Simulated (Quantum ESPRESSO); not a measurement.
The system is HfGe.

```
Hf Ge
1.0
     3.50084    0.00000    0.00000
     0.00000    3.50084    0.00000
     0.00000    0.00000    3.50084
Hf Ge
1 1
Direct
  0.00000 0.00000 0.00000
  0.50000 0.50000 0.50000
```

The cell was built by a generator and needn't be a form met in nature.

| Property | Result |
| --- | --- |
| Program | Quantum ESPRESSO 7.5 |
| Task | phonons |
| Functional | BLYP |
| Potentials or basis | PseudoDojo 0.4.1 SR PBE standard |
| Cutoff | 1061 eV |
| Density cutoff | 4245 eV |
| k mesh | 8 × 8 × 8 |
| Occupations | cold, width 0.2 eV |
| Spin | no spin polarisation |
| Mixing beta | 0.5 |
| Most SCF iterations | 120 |
| SCF threshold | 4e-10 Ry |

The cell and the atoms were relaxed first, to 19.64 Å³/atom (a = 3.399 Å, b = 3.399 Å, c = 3.399 Å, α = 90.00°, β = 90.00°, γ = 90.00°), and the response was taken there.

Task: Where do the zone-centre optical modes lie?

Result: T1u at 127 cm⁻¹ (IR).

Optical modes at Γ, degenerate ones joined:
| cm⁻¹ | components | symmetry | active in |
| --- | --- | --- | --- |
| 127 | 3 | T1u | IR |

Caveat: the mesh is thin for the phonons of a metal; the potentials were made for another functional, which shifts forces and pressure; before the sum rule the acoustic modes lie tens of cm⁻¹ from zero, a sign that the density grid also shifts the optical modes.
